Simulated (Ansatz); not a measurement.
Runs of Ansatz 0.2.0 on NiMoIrPdW. The structure is tetragonal, space group I4mm (No. 107). Conventional cell: a = 2.740 Å, b = 2.740 Å, c = 19.433 Å, α = 90.00°, β = 90.00°, γ = 90.00°. Around Ni (site symmetry 4mm) lie 4 Mo at 2.60 Å and 4 Pd at 2.67 Å and 4 Ni at 2.74 Å. Around Mo (site symmetry 4mm) lie 4 Ni at 2.60 Å and 4 Mo at 2.74 Å and 4 W at 2.94 Å. Pd (site symmetry 4mm) is surrounded by 4 Ni at 2.67 Å and 4 Pd at 2.74 Å and 4 Ir at 2.83 Å. Around Ir (site symmetry 4mm) lie 4 W at 2.69 Å and 4 Ir at 2.74 Å and 4 Pd at 2.83 Å. W (site symmetry 4mm) has 4 Ir at 2.69 Å and 4 W at 2.74 Å and 4 Mo at 2.94 Å as nearest neighbours. The cell was built by a generator and needn't be a form met in nature.

```tsv
task	level	potentials or basis	k mesh	cutoff (eV)	basis error allowed	mesh quality	gap on the mesh (eV)	pressure (GPa)	moment (μB)	largest force (eV/Å)
band structure	PBEsol	all-electron LAPW, scalar-relativistic	9 × 9 × 9	272	0.002 eV/atom	coarse	-	-9.0	0.00	0.26
single point	PBE	all-electron LAPW, scalar-relativistic	13 × 13 × 13	294	0.001 eV/atom	not flagged	none	0.0	0.00	0.03
band structure	revPBE	all-electron LAPW, scalar-relativistic	9 × 9 × 9	272	0.002 eV/atom	coarse	-	(a)	0.00	0.19
electric field gradients	PBE	all-electron PAW datasets made for the crystal	13 × 13 × 13	440	-	not flagged	none	0.0	0.00	0.03
band structure	LDA	all-electron LAPW, scalar-relativistic	9 × 9 × 9	272	0.002 eV/atom	coarse	-	(b)	0.00	0.34
```

Alike in all rows: spin collinear, ferromagnetic start; cell as given; smearing fermi-dirac 0.05 eV.

Problem. Estimate the missing entries.

Solution. (a) 3.1; (b) -14.5.

Caveats: some runs use coarse meshes; the k mesh is thin for a metal, which can move the energy by tens of meV per atom (some runs).

A k mesh can miss the band edges, and the runs leave out spin-orbit coupling on Ir, Mo, Pd, W.

A gap of «none» marks a metal or a gap under the smearing width.

Not every run made on this cell is shown here.
